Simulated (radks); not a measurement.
**The Coulomb parameter U of the 5d shell of Os²⁺**

Aim: U as the second difference [E(n + 0.5) + E(n − 0.5) − 2E(n)]/0.5², with all orbitals relaxed. Bare: the atom's charge changes with n. Screened: the 6p shell takes up the change. The start is a model configuration, not necessarily the ground state.

The numbers are computed with radks (a radial shooting solver on a logarithmic mesh, Libxc functionals) version 1 (scalar-relativistic Kohn-Sham, PBEsol, spin-unpolarised, spherical densities, finite nucleus), except any that are marked as measured or tabulated.

## 1. The system

```
element            : osmium (Z = 76)
charge             : +2
electrons          : 74
configuration      : [Xe] 4f14 5d5 6p1
nuclear rms radius : 5.4126 fm
```

The outer shells:

Os²⁺
```
[Xe] core
4f [↑↓][↑↓][↑↓][↑↓][↑↓][↑↓][↑↓]
5d [↑ ][↑ ][↑ ][↑ ][↑ ]
6p [↑ ][  ][  ]
```

## 2. Start: [Xe] 4f14 5d5 6p1

Settings of this run:

```text
Z 76
configuration [Xe] 4f14 5d5 6p1
relativity scalar-relativistic
functional pbe_sol,pbe_sol
spin unpolarised
nucleus finite rms 5.4126 fm
c 137.035999084
```

## 3. Bare +0.5: [Xe] 4f14 5d5.5 6p1

Changes since step 2:

```diff
@@ -1,3 +1,3 @@
 Z 76
-configuration [Xe] 4f14 5d5 6p1
+configuration [Xe] 4f14 5d5.5 6p1
 relativity scalar-relativistic
```

## 4. Bare -0.5: [Xe] 4f14 5d4.5 6p1

Changes since step 3:

```diff
@@ -1,3 +1,3 @@
 Z 76
-configuration [Xe] 4f14 5d5.5 6p1
+configuration [Xe] 4f14 5d4.5 6p1
 relativity scalar-relativistic
```

## 5. Screened +0.5: [Xe] 4f14 5d5.5 6p0.5

Changes since step 4:

```diff
@@ -1,3 +1,3 @@
 Z 76
-configuration [Xe] 4f14 5d4.5 6p1
+configuration [Xe] 4f14 5d5.5 6p0.5
 relativity scalar-relativistic
```

## 6. Screened -0.5: [Xe] 4f14 5d4.5 6p1.5

Changes since step 5:

```diff
@@ -1,3 +1,3 @@
 Z 76
-configuration [Xe] 4f14 5d5.5 6p0.5
+configuration [Xe] 4f14 5d4.5 6p1.5
 relativity scalar-relativistic
```

What does the calculation give?

**Answer**, as computed:

| quantity | value (eV) |
| --- | --- |
| U, bare | 11.693 |
| U, screened by 6p | 1.976 |
| F0(5d,5d), frozen orbitals | 15.039 |

In words: Relaxing the orbitals brings U down to 78 % of the Slater integral F0. Letting 6p compensate leaves 17 % of the bare value; this second difference measures U(5d,5d) + U(6p,6p) − 2U(5d,6p). A solid screens further than the bare atom, so the bare value is an upper guide for the U of a crystal.
